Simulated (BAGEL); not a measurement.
# doublet GeClF+: levels of theory compared

We compute a comparison of 6 runs (UHF/STO-3G, UHF/3-21G, ROHF/6-31G*, UHF/6-31G*, ROHF/def2-TZVP, UHF/def2-TZVP) of doublet GeClF+. 

Program for the calculation: BAGEL 1.2.2.

5 further runs of the same task are left out: 2 that didn't finish, 3 set aside as unsound or not needed. Runs told in other sessions of the task aren't counted.

## (1) The system as given

GeClF+ has 3 atoms, charge +1, and is taken as a doublet. SMILES of the parent species: `[F][Ge][Cl]`. The shape is that of a PBE0-D4/def2-TZVP optimisation. That shape belongs to the parent species and isn't relaxed for this state.

Bond lengths: F1–Ge2 1.748 Å, Ge2–Cl3 2.180 Å. Angles: F1–Ge2–Cl3 98.3°.

## (2) The energy at UHF/STO-3G (density fitting with qzvpp-jkfit) (run 1)

The input, input.json:

```json
{ "bagel" : [

{
  "title" : "molecule",
  "basis" : "sto-3g",
  "df_basis" : "qzvpp-jkfit",
  "angstrom" : true,
  "geometry" : [
    { "atom" : "F", "xyz" : [    0.110400,    1.418700,    0.206200 ] },
    { "atom" : "Ge", "xyz" : [   -0.762800,    0.035600,   -0.410300 ] },
    { "atom" : "Cl", "xyz" : [    0.641600,   -1.519100,    0.191000 ] }
  ]
},
{
  "title" : "uhf",
  "charge" : 1,
  "nopen" : 1
},
{
  "title" : "print",
  "file" : "orbitals.molden",
  "orbitals" : true
}

]}
```

The run is started by

```sh
$ BAGEL_NUM_THREADS=1 BAGEL input.json > input.out
```

The log of the run:

```text
* using 1 threads per process

  ===============================================================
  ===============================================================

  *** Geometry ***

  { "atom" : "F", "xyz" : [      0.208626,      2.680954,      0.389662 ] },
  { "atom" : "Ge", "xyz" : [     -1.441483,      0.067274,     -0.775355 ] },
  { "atom" : "Cl", "xyz" : [      1.212448,     -2.870683,      0.360938 ] },

  Number of auxiliary basis functions:      471

  Since a DF basis is specified, we compute 2- and 3-index integrals:
    o Being stored without compression. Storage requirement is 0.004 GB

  Number of basis functions:       32
  Number of electrons      :       58

    * METHOD: MOLECULE                             0.13

  *** Open-shell HF ***

  === Nuclear Repulsion ===
   246.3773519347

      * DIIS with orbital gradients will be used.

  === UHF iteration (sto-3g) ===
      0      -2604.00662285          0.02970746           0.05
      1      -2604.11246053          0.01869605           0.04
      2      -2604.13604111          0.00773959           0.04
      3      -2604.14213333          0.00127295           0.04
      4      -2604.14313960          0.00053222           0.04
      5      -2604.14338218          0.00036492           0.04
[... 17 lines of this table left out ...]
     23      -2604.14386762          0.00000001           0.04
     24      -2604.14386762          0.00000001           0.04
    * SCF iteration converged.

    * S^2 (UHF) is 0.7970

    * Permanent dipole moment:
           (    1.372136,    -0.649925,     0.677225) a.u.

    * METHOD: UHF                                  1.18

    * METHOD: PRINT                                0.00

  ===============================================================
```

Wall time 1.4 s (1 thread of Arm Neoverse V2, shared host).

## (3) The energy at UHF/3-21G (density fitting with qzvpp-jkfit) (run 2)

The input, job.json:

```json
{ "bagel" : [

{
  "title" : "molecule",
  "basis" : "3-21g",
  "df_basis" : "qzvpp-jkfit",
  "angstrom" : true,
  "geometry" : [
    { "atom" : "F", "xyz" : [       0.110400,       1.418700,       0.206200 ] },
    { "atom" : "Ge", "xyz" : [      -0.762800,       0.035600,      -0.410300 ] },
    { "atom" : "Cl", "xyz" : [       0.641600,      -1.519100,       0.191000 ] }
  ]
},

{ "title" : "uhf", "charge" : 1, "nopen" : 1 },

{ "title" : "print", "file" : "orbitals.molden", "orbitals" : true }

]}
```

The run is started by

```sh
$ BAGEL_NUM_THREADS=1 BAGEL job.json > job.out
```

The log of the run:

```text
* using 1 threads per process

  ===============================================================
  ===============================================================

  *** Geometry ***

  { "atom" : "F", "xyz" : [      0.208626,      2.680954,      0.389662 ] },
  { "atom" : "Ge", "xyz" : [     -1.441483,      0.067274,     -0.775355 ] },
  { "atom" : "Cl", "xyz" : [      1.212448,     -2.870683,      0.360938 ] },

  Number of auxiliary basis functions:      471

  Since a DF basis is specified, we compute 2- and 3-index integrals:
    o Being stored without compression. Storage requirement is 0.007 GB

  Number of basis functions:       44
  Number of electrons      :       58

    * METHOD: MOLECULE                             0.13

  *** Open-shell HF ***

  === Nuclear Repulsion ===
   246.3773519347

      * DIIS with orbital gradients will be used.

  === UHF iteration (3-21g) ===
      0      -2621.07737308          0.05044751           0.06
      1      -2621.18265056          0.04248274           0.06
      2      -2621.22254446          0.02932074           0.06
      3      -2621.25315903          0.00155045           0.06
      4      -2621.25403626          0.00084524           0.06
      5      -2621.25435531          0.00043571           0.06
[... 17 lines of this table left out ...]
     23      -2621.25469631          0.00000002           0.06
     24      -2621.25469631          0.00000001           0.06
    * SCF iteration converged.

    * S^2 (UHF) is 0.7878

    * Permanent dipole moment:
           (    1.538573,     0.105057,     0.845471) a.u.

    * METHOD: UHF                                  1.64

    * METHOD: PRINT                                0.00

  ===============================================================
```

Wall time 1.9 s (1 thread of Arm Neoverse V2, shared host).

Runs 3 to 5 aren't shown in full; the table further down has their settings and results.

## (4) The energy at UHF/def2-TZVP (density fitting with qzvpp-jkfit) (run 6)

The input, hf.json:

```json
{ "bagel": [

{
  "title": "molecule",
  "basis": "def2-tzvp.json",
  "df_basis": "qzvpp-jkfit",
  "angstrom": true,
  "geometry": [
    { "atom": "F", "xyz": [    0.110400,    1.418700,    0.206200 ] },
    { "atom": "Ge", "xyz": [   -0.762800,    0.035600,   -0.410300 ] },
    { "atom": "Cl", "xyz": [    0.641600,   -1.519100,    0.191000 ] }
  ]
},
{ "title": "uhf", "charge": 1, "nopen": 1 },
{ "title": "print", "file": "orbitals.molden", "orbitals": true }

]}
```

The basis set def2-TZVP is read from a file made from the Basis Set Exchange's data (not shown).

The run is started by

```sh
$ BAGEL_NUM_THREADS=1 BAGEL hf.json > hf.out
```

The log of the run:

```text
* using 1 threads per process

  ===============================================================
  ===============================================================

  *** Geometry ***

  { "atom" : "F", "xyz" : [      0.208626,      2.680954,      0.389662 ] },
  { "atom" : "Ge", "xyz" : [     -1.441483,      0.067274,     -0.775355 ] },
  { "atom" : "Cl", "xyz" : [      1.212448,     -2.870683,      0.360938 ] },

  Number of auxiliary basis functions:      471

  Since a DF basis is specified, we compute 2- and 3-index integrals:
    o Being stored without compression. Storage requirement is 0.051 GB

  Number of basis functions:      116
  Number of electrons      :       58

    * METHOD: MOLECULE                             0.25

  *** Open-shell HF ***

  === Nuclear Repulsion ===
   246.3773519347

      * DIIS with orbital gradients will be used.

  === UHF iteration (def2-tzvp.json) ===
      0      -2633.82093897          0.03911460           0.19
      1      -2633.91980149          0.03517295           0.18
      2      -2633.98833598          0.02684886           0.19
      3      -2634.07435160          0.00133346           0.20
      4      -2634.07555886          0.00060432           0.20
      5      -2634.07596328          0.00025446           0.20
[... 20 lines of this table left out ...]
     26      -2634.07639516          0.00000002           0.20
     27      -2634.07639516          0.00000001           0.20
    * SCF iteration converged.

    * S^2 (UHF) is 0.7950

    * Permanent dipole moment:
           (    1.232091,     0.424806,     0.712232) a.u.

    * METHOD: UHF                                  5.82

    * METHOD: PRINT                                0.02

  ===============================================================
```

Wall time 6.3 s (1 thread of Arm Neoverse V2, shared host); peak memory 0.16 GiB.

## (5) Overview of the runs

| run | level | energy (Eh) | ⟨S²⟩ | wall time |
| --- | --- | --- | --- | --- |
| 1 | UHF/STO-3G (density fitting with qzvpp-jkfit) | -2604.143868 | 0.797 | 1.4 s |
| 2 | UHF/3-21G (density fitting with qzvpp-jkfit) | -2621.254696 | 0.788 | 1.9 s |
| 3 | ROHF/6-31G* (density fitting with qzvpp-jkfit, spherical functions) | -2633.692997 | 0.750 | 2.8 s |
| 4 | UHF/6-31G* (density fitting with qzvpp-jkfit, spherical functions) | -2633.700292 | 0.794 | 3.3 s |
| 5 | ROHF/def2-TZVP (density fitting with qzvpp-jkfit) | -2634.069068 | 0.750 | 5.7 s |
| 6 | UHF/def2-TZVP (density fitting with qzvpp-jkfit) | -2634.076395 | 0.795 | 6.3 s |

## (6) Outcome

| quantity | value |
| --- | --- |
| run 6: total energy | -2634.07640 Eh |
| run 6: ⟨S²⟩ | 0.795 |

**Reading.** In run 1 the basis is minimal, so the values are rough. All runs together took 21 s, the longest 6.3 s.
